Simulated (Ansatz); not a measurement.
# ClGeH5Si: the cost of one run

Program: Ansatz 0.2.0 through its Python package. Level of theory: MP2/def2-TZVP. These are calculated values, not measurements.

### 1 The system

Bond lengths: Cl1–Si2 2.038 Å, Si2–Ge3 2.289 Å, Si2–H4 1.460 Å, Si2–H5 1.474 Å, Ge3–H6 1.572 Å, Ge3–H7 1.599 Å, Ge3–H8 1.499 Å. Angles: Cl1–Si2–Ge3 107.9°, Cl1–Si2–H4 112.8°, Cl1–Si2–H5 110.7°, Ge3–Si2–H4 108.6°, Ge3–Si2–H5 110.2°, H4–Si2–H5 106.7°, Si2–Ge3–H6 109.6°, Si2–Ge3–H7 109.8°, Si2–Ge3–H8 111.6°, H6–Ge3–H7 107.1°, H6–Ge3–H8 110.1°, H7–Ge3–H8 108.5°.

The script holds or builds the structure itself.

### 2 The code

The input, tae_clgeh5si.py:

```python
"""Atomisation energy of ClGeH5Si at the given geometry."""

from collections import Counter

import ansatz


def energy_of(molecule, charge=0, unpaired=0):
    calc = molecule.calculation().basis(gaussian="def2-TZVP").correlation("MP2")
    if charge:
        calc = calc.charge(charge)
    if unpaired:
        calc = calc.spin("collinear", total=unpaired)
    return calc.run(threads=1).report["free_energy_ev"]

GEOMETRY = """
Cl   -2.27620    1.19240   -0.24680
Si   -0.43450    0.59220   -0.87900
Ge    0.51660   -0.64360    0.79670
H    -0.49020   -0.22710   -2.08620
H     0.41210    1.75610   -1.19620
H     0.68710    0.24990    2.07830
H     1.97850   -1.11920    0.35720
H    -0.30110   -1.85780    1.12020
"""


def main() -> None:
    mol = ansatz.Crystal.molecule()
    for line in GEOMETRY.strip().splitlines():
        symbol, *xyz = line.split()
        mol = mol.atom(symbol, [float(v) for v in xyz])

    # Hund ground states
    unpaired = {"Cl": 1, "Si": 2, "Ge": 2, "H": 1}
    counts = Counter(site.symbol for site in mol.cartesian_sites)
    atom_energy = {s: energy_of(ansatz.Crystal.molecule().atom(s, (0, 0, 0)), 0, unpaired[s]) for s in counts}
    whole = energy_of(mol, 0, 0)
    for s, e in atom_energy.items():
        print(f"{s:2s} x{counts[s]}  {e:14.5f} eV")
    print(f"ClGeH5Si: {whole:.5f} eV")
    split = sum(counts[s] * e for s, e in atom_energy.items()) - whole
    print(f"atomisation energy (no zero-point term): {96.485332 * split:.1f} kJ/mol, {split / sum(counts.values()):.3f} eV an atom")


if __name__ == "__main__":
    main()
```

### 3 The input behind the calls

The package turns the script's settings into the engine's input (first run):

```yaml
crystal:
  periodic: [false, false, false]
  atoms:
    - { symbol: Cl, position_ang: [0.0, 0.0, 0.0] }
basis:
  gaussian:
    orbitals: def2-TZVP
magnetization:
  spin_polarized: true
  initial_magnetization: 1.0
correlation:
  method: mp2
```

### 4 Running it

Command:

```sh
python tae_clgeh5si.py
```

What time and memory should one allow on 1 thread of Arm Neoverse V1, shared host?

About 5.7 s, with a peak of 0.34 GiB.
